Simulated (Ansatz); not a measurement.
# Cu5Pt11: the cost of one run

Program: Ansatz 0.2.0. Level of theory: DFT r2SCAN, scalar-relativistic, plane waves, PAW. These are calculated values, not measurements.

## 1. The starting structure

The cell holds 16 atoms (Cu5Pt11): a = 5.508 Å, b = 5.508 Å, c = 8.814 Å, α = 90.00°, β = 90.00°, γ = 120.00°.

The sites of an ideal hcp lattice, at a guessed lattice constant, take 5 Cu, 11 Pt (sublattices apart by semicolons), with a shake of 0.02 Å. Warren-Cowley parameters of the first shell (negative: unlike neighbours preferred): Cu-Pt -0.02. In a cell this small the draw can fall short of the order aimed at.

Coordinates:

```
CELL_PARAMETERS angstrom
2.75422 -4.77046 0.00000
2.75422 4.77046 0.00000
0.00000 0.00000 8.81352
ATOMIC_POSITIONS crystal
Cu 0.83221 0.16368 0.62490
Cu 0.83385 0.67464 0.12534
Cu 0.83593 0.67140 0.62286
Cu 0.65921 0.83052 0.87818
Cu 0.16384 0.82914 0.87581
Pt 0.32664 0.16246 0.12253
Pt 0.33089 0.16660 0.62273
Pt 0.82789 0.16449 0.12622
Pt 0.34032 0.67572 0.12807
Pt 0.32534 0.66031 0.61959
Pt 0.66915 0.33470 0.37761
Pt 0.65809 0.33027 0.87449
Pt 0.16788 0.33315 0.37374
Pt 0.16998 0.33642 0.87045
Pt 0.66585 0.83414 0.37284
Pt 0.16117 0.82419 0.37255
```

## 2. Relaxation without symmetry, coarse mesh

A cheap relaxation: coarse mesh, no symmetry, loose thresholds.

The input, input.yaml:

```yaml
crystal:
  lattice:
    - [2.75422438, -4.77045654, 0.0]
    - [2.75422438, 4.77045654, 0.0]
    - [0.0, 0.0, 8.81351802]
  atoms:
    - { symbol: Cu, position: [0.8322137058, 0.1636761482, 0.6249000607] }
    - { symbol: Cu, position: [0.8338467357, 0.6746353658, 0.1253388874] }
    - { symbol: Cu, position: [0.8359275675, 0.6714038657, 0.6228612769] }
    - { symbol: Cu, position: [0.6592093665, 0.8305191959, 0.878178434] }
    - { symbol: Cu, position: [0.1638415323, 0.829142825, 0.8758095892] }
    - { symbol: Pt, position: [0.3266432358, 0.162462327, 0.1225332833] }
    - { symbol: Pt, position: [0.3308900743, 0.1666010471, 0.6227302261] }
    - { symbol: Pt, position: [0.8278864379, 0.1644901429, 0.1262152188] }
    - { symbol: Pt, position: [0.3403219128, 0.6757177986, 0.1280699014] }
    - { symbol: Pt, position: [0.3253407335, 0.6603058515, 0.6195873085] }
    - { symbol: Pt, position: [0.669151999, 0.3347017631, 0.3776086406] }
    - { symbol: Pt, position: [0.6580918118, 0.3302717659, 0.874487407] }
    - { symbol: Pt, position: [0.1678833367, 0.3331546812, 0.3737432459] }
    - { symbol: Pt, position: [0.1699818108, 0.3364177228, 0.8704505883] }
    - { symbol: Pt, position: [0.6658467197, 0.8341397252, 0.3728429631] }
    - { symbol: Pt, position: [0.1611739464, 0.8241868909, 0.3725524504] }
  symmetry: { detect: false }
basis:
  ecutwfc: 500
kpoints:
  mp_grid: { grid: [3, 3, 2], shift: [0.0, 0.0, 0.5] }
hamiltonian:
  xc: r2scan
scf:
  occupations: { method: gaussian, width: 0.1 }
  lower_state_search: "off"
output:
  forces: true
  stress: true
  eigenvalues: true
relax:
  adjacent_minimum: "off"
  f_tol: 0.04
  max_steps: 50
  cell: { stress_tol: 0.3 }
```

On the command line:

```sh
$ ansatz run input.yaml --threads 4 --pin off --max-ram 9216MiB --backend cpu --events-out ev --progress --plain --runs-dir out
```

What time and memory should one allow on 4 threads of Intel Xeon at 2.50GHz (Skylake/Cascade Lake), shared host?

About 6.7 min, with a peak of 1.8 GiB.
